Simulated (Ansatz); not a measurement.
# NbP: the cost of one run

Computed with Ansatz 0.2.0 (DFT PBE, scalar-relativistic, plane waves, PAW).

## (1) The system as given

The structure is tetragonal, space group I4_1md (No. 109). The conventional cell has a = 3.350 Å, b = 3.350 Å, c = 11.480 Å, α = 90.00°, β = 90.00°, γ = 90.00°. Around Nb (site symmetry 2mm) lie 6 P at 2.55 Å. P (site symmetry 2mm) has 6 Nb at 2.55 Å as nearest neighbours.

As a file:

```xyz
4
Lattice="-1.6749 1.6749 5.7401 1.6749 -1.6749 5.7401 1.6749 1.6749 -5.7401" Properties=species:S:1:pos:R:3 pbc="T T T"
Nb    0.0000    0.0000    8.6088
Nb    1.6749    0.0000    5.7387
P     0.0000    0.0000    3.8200
P     1.6749    0.0000    0.9500
```

## (2) First run, at the start cell

The input, input.yaml:

```yaml
crystal:
  lattice:
    - [-1.6749232544, 1.6749232544, 5.7401081759]
    - [1.6749232544, -1.6749232544, 5.7401081759]
    - [1.6749232544, 1.6749232544, -5.7401081759]
  atoms:
    - { symbol: Nb, position: [0.7498808, 0.7498808, 0.0] }
    - { symbol: Nb, position: [0.4998808, 0.9998808, 0.5] }
    - { symbol: P, position: [0.33274777, 0.33274777, 0.0] }
    - { symbol: P, position: [0.08274778, 0.58274778, 0.5] }
basis:
  ecutwfc: 420
  ecutrho_ratio: 4
kpoints:
  mp_grid: { grid: [8, 8, 8] }
hamiltonian:
  xc: pbe
scf:
  occupations: { method: gaussian, width: 0.05 }
output:
  forces: true
  stress: true
  eigenvalues: true
relax:
  f_tol: 0.03
  max_steps: 60
  cell: { stress_tol: 0.3 }
```

Launch:

```console
> ansatz run input.yaml --threads 1 --pin off --max-ram 2560MiB --backend cpu --events-out ev --progress --plain --runs-dir out
```

What time and memory should one allow on 1 thread of Arm Neoverse V1, shared host?

About 37 s, with a peak of 0.39 GiB.
